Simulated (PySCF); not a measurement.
# AsH3 (SMILES [H][As]([H])[H]) at MP2/SBKJC (core potential)

What is the vertical singlet–triplet gap of AsH3 at MP2/SBKJC (core potential)? 

The calculation is run with PySCF 2.14.0.

4 further runs of the same task are left out: 4 set aside as unsound or not needed.

## 1. The molecule

AsH3 has 4 atoms, charge 0, and is taken as a singlet. SMILES: `[H][As]([H])[H]`. The shape comes from GFN2-xTB, which is rough for such elements, and wasn't checked as a minimum.

Bond lengths: As1–H2 1.496 Å, As1–H3 1.496 Å, As1–H4 1.496 Å. Angles: H2–As1–H3 89.4°, H2–As1–H4 89.3°, H3–As1–H4 89.1°.

## 2. The energy at MP2/SBKJC (core potential)

The input, run.py:

```python
from pyscf import gto, scf, mp

molecule = gto.M(
    atom=[
    ('As', (-0.004370, 0.005540, 0.655970)),
    ('H', (1.216520, -0.029700, -0.207950)),
    ('H', (-0.582780, 1.061080, -0.232340)),
    ('H', (-0.629370, -1.036930, -0.215680)),
],
    ecp={'As': 'sbkjc'},
    verbose=3,
    max_memory=1860,
    basis='sbkjc',
)

mf = scf.RHF(molecule)
mf.conv_tol = 1e-10
mf.kernel()
if not mf.converged:
    mf = mf.newton().run(mf.mo_coeff, mf.mo_occ)

pt = mp.MP2(mf).run()
e_final = pt.e_tot
print('E(%s) = %.9f' % ('MP2', e_final))
```

Run with:

```
$ OMP_NUM_THREADS=1 python run.py
```

Standard output:

```text
converged SCF energy = -7.72538226115024
E(RMP2) = -7.77956389507515  E_corr = -0.0541816339249138
E(SCS-RMP2) = -7.78759148589392  E_corr = -0.0622092247436879
E(MP2) = -7.779563895
```

Wall time 0.66 s (1 thread of Intel Xeon Platinum 8375C at 2.90GHz (Ice Lake), shared host); peak memory 0.12 GiB.

## 3. The triplet, same level

The input, run.py:

```python
from pyscf import gto, scf, mp

mol = gto.M(
    atom='As -0.004370 0.005540 0.655970; H 1.216520 -0.029700 -0.207950; H -0.582780 1.061080 -0.232340; H -0.629370 -1.036930 -0.215680',
    max_memory=1860,
    ecp={'As': 'sbkjc'},
    verbose=3,
    basis='sbkjc',
    spin=2,
    charge=0,
)

calc0 = scf.UHF(mol)
calc0.conv_tol = 1e-10
calc0.kernel()
if not calc0.converged:
    calc0 = calc0.newton().run(calc0.mo_coeff, calc0.mo_occ)

pt = mp.MP2(calc0).run()
e_final = pt.e_tot
print(f'total energy: {e_final:.8f} hartree')
```

Run with:

```
$ OMP_NUM_THREADS=1 python run.py
```

Standard output:

```text
WARN: HOMO 0.149319600206135 >= LUMO -0.234111626813772

converged SCF energy = -7.49333934584521  <S^2> = 2.0113566  2S+1 = 3.0075615
E(UMP2) = -7.53776730319259  E_corr = -0.0444279573473829
E(SCS-UMP2) = -7.5437777822094  E_corr = -0.0504384363641913
total energy: -7.53776730 hartree
```

Wall time 0.79 s (1 thread of Intel Xeon Platinum 8375C at 2.90GHz (Ice Lake), shared host); peak memory 0.12 GiB.

## 4. What came out

Level: MP2/SBKJC (core potential).

```
                                                           quantity        value
                                              singlet: total energy  -7.77956 Eh
                      singlet: dipole moment (Hartree–Fock density)       1.26 D
                       singlet: HOMO energy (Hartree–Fock orbitals)    -10.46 eV
                       singlet: LUMO energy (Hartree–Fock orbitals)      4.02 eV
                     singlet: HOMO–LUMO gap (Hartree–Fock orbitals)     14.47 eV
                                        singlet: correlation energy    -54.2 mEh
                                              triplet: total energy  -7.53777 Eh
                      triplet: dipole moment (Hartree–Fock density)       0.16 D
triplet: HOMO energy (Hartree–Fock orbitals) (highest over α and β)     -3.71 eV
 triplet: LUMO energy (Hartree–Fock orbitals) (lowest over α and β)     -1.62 eV
                                        triplet: correlation energy    -44.4 mEh
                         triplet: ⟨S²⟩ of the reference determinant        2.011
                   vertical energy of the triplet above the singlet     6.580 eV
```

In words: At this shape the triplet lies 6.58 eV (152 kcal/mol) above the singlet. Mulliken charges (triplet) of the mean-field density run from -0.11 on H3 to +0.22 on As1.
